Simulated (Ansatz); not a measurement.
# LaTl3: the cost of one run

Method: DFT PBEsol, scalar-relativistic, in Ansatz 0.2.0.

## 1. The structure to begin with

Symmetry: Pm-3m, No. 221, cubic system. The conventional cell has a = 4.799 Å, b = 4.799 Å, c = 4.799 Å, α = 90.00°, β = 90.00°, γ = 90.00°. La (site symmetry m-3m) has 12 Tl at 3.39 Å in its first shell of neighbours. Tl (site symmetry 4/mmm) is surrounded by 4 La at 3.39 Å and 8 Tl at 3.39 Å.

Structure file:

```cif
data_structure
_symmetry_space_group_name_H-M 'Pm-3m'
_symmetry_Int_Tables_number 221
_cell_length_a 4.7990
_cell_length_b 4.7990
_cell_length_c 4.7990
_cell_angle_alpha 90.000
_cell_angle_beta 90.000
_cell_angle_gamma 90.000
_cell_volume 110.52
loop_
_atom_site_label
_atom_site_type_symbol
_atom_site_symmetry_multiplicity
_atom_site_Wyckoff_symbol
_atom_site_fract_x
_atom_site_fract_y
_atom_site_fract_z
_atom_site_occupancy
La1 La 1 a 0.00000 0.00000 0.00000 1
Tl1 Tl 3 c 0.00000 0.50000 0.50000 1
```

The file gives the conventional cell by its symmetry; the runs use the cell typed in the input.

Atoms are numbered in the order of the input: La1, Tl2, Tl3, Tl4.

## 2. After the deformation

Space group Pm-3m before, P4/mmm after.

## 3. LAPW, all electrons

input.yaml

```yaml
crystal:
  lattice:
    - [4.70302, 0.0, 0.0]
    - [0.0, 4.70302, 0.0]
    - [0.0, 0.0, 4.799]
  atoms:
    - { symbol: La, position: [0.0, 0.0, 0.0] }
    - { symbol: Tl, position: [0.0, 0.5, 0.5] }
    - { symbol: Tl, position: [0.5, 0.0, 0.5] }
    - { symbol: Tl, position: [0.5, 0.5, 0.0] }
kpoints:
  mp_grid: { grid: [8, 8, 8] }
  band_path:
    path:
      - [0.0, 0.0, 0.0]
      - [0.0, 0.5, 0.0]
      - [0.5, 0.5, 0.0]
      - [0.0, 0.0, 0.0]
      - [0.0, 0.0, 0.5]
      - [0.0, 0.5, 0.5]
      - [0.5, 0.5, 0.5]
      - [0.0, 0.0, 0.5]
      - [0.0, 0.5, 0.0]
    npoints: 5
scf:
  occupations: { method: fermi_dirac, width: 0.05 }
hamiltonian:
  xc: pbesol
  pseudopotentials: { kind: all_electron, lapw: { basis_error: 0.001 } }
output:
  forces: true
  stress: true
  eigenvalues: true
```

Started as:

```
> ansatz run input.yaml --threads 1 --pin off --max-ram 4096MiB --backend cpu --events-out ev --progress --plain --runs-dir out
```

**Question.** How long does this run take on 1 thread of AMD EPYC 7R43 (Zen 3), shared host, and how much memory does it need?

About 3.5 min, with a peak of 0.94 GiB.
